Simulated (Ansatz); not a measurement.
# H9NOSi2: the cost of one run

Method: RKS B3LYP-D4/def2-SVP, in Ansatz 0.2.0.

1 further run of the same task is left out (it didn't finish).

### 1 Starting point

Bond lengths: Si1–N2 2.122 Å, Si1–O3 1.618 Å, O3–Si4 1.612 Å, Si1–H5 1.459 Å, Si1–H6 1.472 Å, N2–H9 1.014 Å, N2–H10 1.015 Å, Si4–H11 1.459 Å, Si4–H12 1.466 Å, Si4–H13 1.463 Å. Angles (14 of 16 angles, heavy atoms first): N2–Si1–O3 100.0°, Si1–O3–Si4 154.2°, Si1–N2–H9 116.1°, Si1–N2–H10 115.9°, N2–Si1–H5 141.9°, N2–Si1–H6 92.5°, O3–Si1–H5 107.6°, O3–Si1–H6 107.0°, O3–Si4–H11 104.3°, O3–Si4–H12 109.1°, O3–Si4–H13 108.6°, H9–N2–H10 107.2°, H5–Si1–H6 103.7°, H11–Si4–H12 112.0°.

Structure file:

```xyz
13

Si   -0.1559   -0.0427    1.2585
N     1.2465   -1.3160    0.3014
O    -0.6641    0.8211   -0.0115
Si   -1.1472    1.0102   -1.5373
H    -0.3338    0.7799    2.4505
H    -1.1199   -1.1394    1.4451
H     1.8933   -0.1903    0.6603
H     1.6014    0.6082    1.1553
H     1.4715   -2.1771    0.7882
H     1.0382   -1.5609   -0.6615
H    -1.2545    2.4554   -1.7051
H    -0.1461    0.4255   -2.4345
H    -2.4293    0.3259   -1.7093
```

### 2 A restrained relaxation towards end A

Springs on the bonds that form and break draw the guess towards this end; the thresholds are loose.

input.yaml reads:

```yaml
crystal:
  periodic: [false, false, false]
  atoms:
    - { symbol: Si, position_ang: [-0.1559, -0.0427, 1.2585] }
    - { symbol: "N", position_ang: [1.2465, -1.316, 0.3014] }
    - { symbol: O, position_ang: [-0.6641, 0.8211, -0.0115] }
    - { symbol: Si, position_ang: [-1.1472, 1.0102, -1.5373] }
    - { symbol: H, position_ang: [-0.3338, 0.7799, 2.4505] }
    - { symbol: H, position_ang: [-1.1199, -1.1394, 1.4451] }
    - { symbol: H, position_ang: [1.8933, -0.1903, 0.6603] }
    - { symbol: H, position_ang: [1.6014, 0.6082, 1.1553] }
    - { symbol: H, position_ang: [1.4715, -2.1771, 0.7882] }
    - { symbol: H, position_ang: [1.0382, -1.5609, -0.6615] }
    - { symbol: H, position_ang: [-1.2545, 2.4554, -1.7051] }
    - { symbol: H, position_ang: [-0.1461, 0.4255, -2.4345] }
    - { symbol: H, position_ang: [-2.4293, 0.3259, -1.7093] }
basis:
  gaussian: { orbitals: def2-SVP }
hamiltonian:
  xc: b3lyp
  dispersion: d4
relax:
  f_tol: 0.15
  max_steps: 25
  restrain:
    - { distance: [0, 7], at: 2.72, k: 30.0 }
    - { distance: [6, 1], at: 2.32, k: 30.0 }
    - { distance: [0, 1], at: 1.82, k: 30.0 }
    - { distance: [6, 7], at: 0.62, k: 30.0 }
output:
  orbitals: {}
```

On the command line:

```
$ ansatz run input.yaml --threads 2 --pin off --max-ram 3072MiB --backend cpu --events-out ev --progress --plain --runs-dir out
```

Q: Estimate wall time and peak memory on 2 threads of Arm Neoverse V1, shared host.

About 56 s, with a peak of 0.23 GiB.
